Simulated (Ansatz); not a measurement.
# FH₄InOSSi: one species, many methods

The task here is to estimate one member of a computed series from the others.

Program: Ansatz 0.2.0, Gaussian basis. Level of theory: functionals in def2-TZVPP, the program's frozen cores in correlated methods. These are calculated values, not measurements.

Levels to be run: LDA (SPW92), PBE-D4, revPBE-D4, BLYP-D4, r2SCAN-D4, B97M-V, PBE0-D4, B3LYP-D4, r2SCANh-D4, r2SCAN0-D4, HSE06-D4, BHLYP-D4, CAM-B3LYP-D4, LC-ωPBE, ωB97X-V, ωB97M-V, B2PLYP, PBE-QIDH; CCSD(T)/def2-SVP; CCSD(T)/def2-TZVPP; MP2/def2-QZVPP; extrapolation to the limit; RPA on PBE.

## Structure used throughout

An earlier PBE0-D4 in a triple-zeta def2 set relaxation fixed the geometry. In takes the def2 core potential; no spin-orbit term is included.

9 atoms, charge 0, spin multiplicity 1.

Atoms are counted from 1 here; the program's logs count them from 0.

Bond lengths: O1–In2 1.973 Å, O1–H6 0.961 Å, In2–S3 2.454 Å, In2–H7 1.693 Å, S3–Si4 2.088 Å, Si4–F5 1.639 Å, Si4–H8 1.480 Å, Si4–H9 1.480 Å. Angles: In2–O1–H6 111.6°, O1–In2–S3 109.3°, O1–In2–H7 124.4°, S3–In2–H7 125.6°, In2–S3–Si4 88.8°, S3–Si4–F5 105.3°, S3–Si4–H8 114.4°, S3–Si4–H9 113.7°, F5–Si4–H8 105.4°, F5–Si4–H9 106.4°, H8–Si4–H9 110.8°.

The first run:

File in.yaml:

```yaml
crystal:
  periodic: [false, false, false]
  atoms:
    - {symbol: O, position_ang: [-0.354782, 2.626399, -0.665789]}
    - {symbol: In, position_ang: [0.716928, 1.324070, 0.358686]}
    - {symbol: S, position_ang: [-0.785981, -0.246813, 1.498047]}
    - {symbol: Si, position_ang: [-0.316262, -1.676429, 0.049890]}
    - {symbol: F, position_ang: [0.632615, -0.896645, -1.035714]}
    - {symbol: H, position_ang: [-1.290442, 2.409518, -0.643473]}
    - {symbol: H, position_ang: [2.389626, 1.434512, 0.592912]}
    - {symbol: H, position_ang: [0.500278, -2.806154, 0.547261]}
    - {symbol: H, position_ang: [-1.491971, -2.168458, -0.701819]}
basis:
  gaussian: {orbitals: def2-TZVPP}
hamiltonian: {xc: lda}
output: {orbitals: {seedname: orbitals}}
```

Started as:

```sh
$ ansatz run in.yaml --threads 4 --pin off --events-out ev --progress --plain --max-ram 10444MiB
```

Among the steps run: LDA; PBE-D4 (GGA); revPBE-D4 (GGA); BLYP-D4 (GGA); r2SCAN-D4 (meta-GGA); B97M-V (meta-GGA); PBE0-D4 (hybrid); B3LYP-D4 (hybrid); r2SCANh-D4 (hybrid); r2SCAN0-D4 (hybrid); HSE06-D4 (hybrid); BHLYP-D4 (hybrid); CAM-B3LYP-D4 (range-separated); LC-ωPBE (range-separated); ωB97X-V (range-separated); ωB97M-V (range-separated); B2PLYP (double hybrid); PBE-QIDH (double hybrid).

One of the session's tables, all rows but one given; the rest of the session is left out.

It belongs to the step «Frontier levels by functional». 

| functional | HOMO (eV) | LUMO (eV) | gap (eV) |
| --- | --- | --- | --- |
| LDA (SPW92) | -6.42 | -2.51 | 3.91 |
| PBE-D4 | -6.30 | -2.23 | 4.07 |
| revPBE-D4 | -6.25 | -2.11 | 4.14 |
| BLYP-D4 | -6.13 | -2.16 | 3.97 |
| r2SCAN-D4 | -6.59 | -1.95 | 4.64 |
| B97M-V | -6.70 | -2.15 | 4.56 |
| PBE0-D4 | -7.52 | -1.45 | 6.07 |
| B3LYP-D4 | ? | ? | ? |
| r2SCANh-D4 | -7.04 | -1.67 | 5.36 |
| r2SCAN0-D4 | -7.71 | -1.28 | 6.43 |
| HSE06-D4 | -7.12 | -1.81 | 5.31 |
| BHLYP-D4 | -8.59 | -0.71 | 7.88 |
| CAM-B3LYP-D4 | -8.81 | -0.57 | 8.23 |
| LC-ωPBE | -10.19 | 0.57 | 10.76 |
| ωB97X-V | -9.83 | 0.43 | 10.26 |
| ωB97M-V | -9.68 | 0.13 | 9.81 |

Estimate the missing values for B3LYP-D4.

Worked estimate for «HOMO (eV)». Against the share of exact exchange, BLYP-D4 (0, -6.13), BHLYP-D4 (0.5, -8.59) give a slope of -4.92 per unit share; at 0.2 the line stands at -7.11.

The run gave: HOMO (eV): -7.27; LUMO (eV): -1.70; gap (eV): 5.56. In «HOMO (eV)» the line misses by +0.16.
